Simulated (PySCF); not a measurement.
# C4H12Te: the cost of one run

Programs: PySCF 2.14.0, with routines of our own; each step states its level. All values are computed. Atoms count from 0.

## (1) The system as given

17 atoms, charge 0, multiplicity 1; geometry from: GFN2-xTB.

## (2) Optimising the geometry at PBE0-D3(BJ)/def2-SVP

The job: settings as JSON, then the geometry in Å.

```
{"job": {"xc": "PBE0", "basis": "def2-SVP", "d3": "d3bj", "grid": 1, "maxiter": 30, "shake": 0.01, "kind": "geom"}, "charge": 0, "multiplicity": 1}
C     -0.726240    -1.076340    -1.205730
Te     0.254160     0.701940    -0.494330
C     -1.882380     1.373250     0.094990
C      2.176550    -0.610570    -0.638650
C      0.521340     0.447850     1.614420
H     -1.704830    -0.770240    -1.641500
H     -0.121270    -1.550150    -1.947510
H     -0.892620    -1.709320    -0.372850
H     -2.486810     1.545190    -0.755940
H     -2.357670     0.626210     0.736380
H     -1.848760     2.308690     0.669830
H      2.375170    -0.865850    -1.663660
H      1.994320    -1.534480    -0.092100
H      2.998740    -0.095200    -0.225820
H      0.011990     1.239190     2.154700
H      0.090870    -0.485040     1.914100
H      1.580920     0.466690     1.863850
```

The run is started by

```
$ OMP_NUM_THREADS=1 python heavy_run.py task.json out
```

One launch serves the whole session: the jobs run in the order shown.

Q: Estimate the wall time and peak memory of this first job on 1 thread of AMD EPYC 9R45, shared host.

About 34 s, with a peak of 0.65 GiB.
